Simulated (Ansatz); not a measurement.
## TiAl₃, space group I4/mmm: a charge-density difference against the sublattices, step by step

Computed with the Ansatz DFT code, driven from Python.

The cells in order, each with its output:

```python
import warnings

import ansatz as az
import numpy as np

VECTORS = np.array([
    [-1.911107, 1.911107, 4.280669],
    [1.911107, -1.911107, 4.280669],
    [1.911107, 1.911107, -4.280669],
])
SITES = [
    ("Ti", [0.0, 0.0, 0.0]),
    ("Al", [0.5, 0.5, 0.0]),
    ("Al", [0.75, 0.25, 0.5]),
    ("Al", [0.25, 0.75, 0.5]),
]


def build(cell):
    crystal = az.Crystal(lattice=az.Lattice.of(cell))
    for symbol, position in SITES:
        crystal = crystal.atom(symbol, position)
    return crystal
```

```python
warnings.simplefilter("ignore", az.DeckWarning)
```

```python
def solve(crystal):
    return (
        crystal.calculation()
        .functional("lda")
        .occupations(az.OccupationsMethod.METHFESSEL_PAXTON, width=0.05)
        .basis(460, grid_basis="typed")
        .kpoints(9, 9, 9)
        .density()
        .run(threads=1)
    )


whole = solve(build(VECTORS))
difference = whole.density().channels[0].density_e_per_ang3.copy()
binding = whole.report["free_energy_ev"]
for element in ["Ti", "Al"]:
    part = az.Crystal(lattice=az.Lattice.of(VECTORS))
    for symbol, position in SITES:
        if symbol == element:
            part = part.atom(symbol, position)
    alone = solve(part)
    difference -= alone.density().channels[0].density_e_per_ang3
    binding -= alone.report["free_energy_ev"]
    print(f"{element} sublattice: {alone.report['n_electrons']:g} electrons, {alone.report['n_iterations']} iterations")

voxel = abs(np.linalg.det(VECTORS)) / difference.size
print(f"energy of the crystal less its unpolarised sublattices: {binding / len(SITES):.4f} eV/atom")
print(f"net charge of the difference {difference.sum() * voxel:.5f} e, charge rearranged {0.5 * np.abs(difference).sum() * voxel:.3f} e")
print(f"extremes {difference.min():.4f} and {difference.max():.4f} e/A^3")
for (symbol, position) in SITES:
    index = tuple(int(round(p * n)) % n for p, n in zip(position, difference.shape))
    print(f"  change of the pseudo-density at the grid point nearest {symbol}: {difference[index]:+.4f} e/A^3")
```

    Ti sublattice: 12 electrons, 7 iterations
    Al sublattice: 9 electrons, 5 iterations
    energy of the crystal less its unpolarised sublattices: -1.8486 eV/atom
    net charge of the difference -0.00000 e, charge rearranged 0.714 e
    extremes -0.2386 and 0.1206 e/A^3
      change of the pseudo-density at the grid point nearest Ti: -0.0953 e/A^3
      change of the pseudo-density at the grid point nearest Al: -0.0258 e/A^3
      change of the pseudo-density at the grid point nearest Al: -0.0223 e/A^3
      change of the pseudo-density at the grid point nearest Al: -0.0223 e/A^3

Spin is left out of this run. For a metal this k-point mesh is coarse: on a finer one energies can move by several to tens of meV an atom and pressures by half a GPa or more, differences at one mesh by less. Grid values close to the nuclei reflect the PAW or pseudopotential construction, not the all-electron fields. The structure comes from a database of computed cells and needn't be a stable or known phase. Charge moved counts every rearrangement, bonding and polarisation too, and is no transfer between atoms; the bare sublattices are artificial references. Values near the nuclei depend on the potentials. It ran for 7.1 s on 1 thread of Arm Neoverse V2, on a shared host, peak memory 0.4 GiB.
